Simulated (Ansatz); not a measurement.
What does this script print? It uses Ansatz 0.2.0 through its Python package.

The script, `run_drho.py`:
```python
# -*- coding: utf-8 -*-
import ansatz as az
import numpy as np

vectors0 = np.array([
    [3.50569, 0.0, 0.0],
    [0.0, 3.50569, 0.0],
    [0.0, 0.0, 3.50569],
])
sites = [
    ("Ca", (0.0, 0.0, 0.0)),
    ("Pd", (0.5, 0.5, 0.5)),
]


def build(cell):
    crystal = az.Crystal(lattice=az.Lattice.of(cell))
    for symbol, position in sites:
        crystal = crystal.atom(symbol, position)
    return crystal

def solve(crystal):
    return (
        crystal.calculation()
        .functional(az.Functional.LDA)
        .occupations("fermi_dirac")
        .scf(tolerance=1e-08)
        .basis(460, grid_basis="typed")
        .kpoints(7, 7, 7)
        .density()
        .run(threads=1)
    )


whole = solve(build(vectors0))
difference = whole.density().channels[0].density_e_per_ang3.copy()
binding = whole.report["free_energy_ev"]
for element in ["Ca", "Pd"]:
    part = az.Crystal(lattice=az.Lattice.of(vectors0))
    for symbol, position in sites:
        if symbol == element:
            part = part.atom(symbol, position)
    alone = solve(part)
    difference -= alone.density().channels[0].density_e_per_ang3
    binding -= alone.report["free_energy_ev"]
    print(f"{element} sublattice: {alone.report['n_electrons']:g} electrons, {alone.report['n_iterations']} iterations")

voxel = abs(np.linalg.det(vectors0)) / difference.size
print(f"energy of the crystal less its unpolarised sublattices: {binding / len(sites):.4f} eV/atom")
print(f"net charge of the difference {difference.sum() * voxel:.5f} e, charge moved {0.5 * np.abs(difference).sum() * voxel:.3f} e")
print(f"extremes {difference.min():.4f} and {difference.max():.4f} e/A^3")
for (symbol, position) in sites:
    index = tuple(int(round(p * n)) % n for p, n in zip(position, difference.shape))
    print(f"  change of the pseudo-density at the grid point nearest {symbol}: {difference[index]:+.4f} e/A^3")
profile = difference.mean(axis=(0, 1))
print("planar mean along the third vector:", np.round(profile[:: max(len(profile) // 12, 1)], 4))
```

Running `python run_drho.py` prints:
```text
Ca sublattice: 10 electrons, 6 iterations
Pd sublattice: 18 electrons, 7 iterations
energy of the crystal less its unpolarised sublattices: -2.5195 eV/atom
net charge of the difference -0.00000 e, charge moved 0.257 e
extremes -0.1508 and 0.1016 e/A^3
  change of the pseudo-density at the grid point nearest Ca: -0.0177 e/A^3
  change of the pseudo-density at the grid point nearest Pd: +0.1016 e/A^3
planar mean along the third vector: [-0.0037 -0.0014  0.0039  0.0073  0.0023 -0.0078 -0.0026 -0.0068 -0.0034
  0.0061  0.0062  0.0011 -0.0031]
```

Notes:
- Grid values close to the nuclei reflect the PAW or pseudopotential construction, not the all-electron fields.
- The structure comes from a database of computed cells and needn't be a stable or known phase.
- Charge moved counts every rearrangement, bonding and polarisation too, and is no transfer between atoms; the bare sublattices are artificial references. Values near the nuclei depend on the potentials.
- Run time: 3 s on 1 thread of Arm Neoverse V1, with other jobs on the host, peak memory 0.34 GiB.

(A comment or docstring line of the script was reworded after the run, the code is as it ran; lines on the test bed's own set-up are left out of the output.)
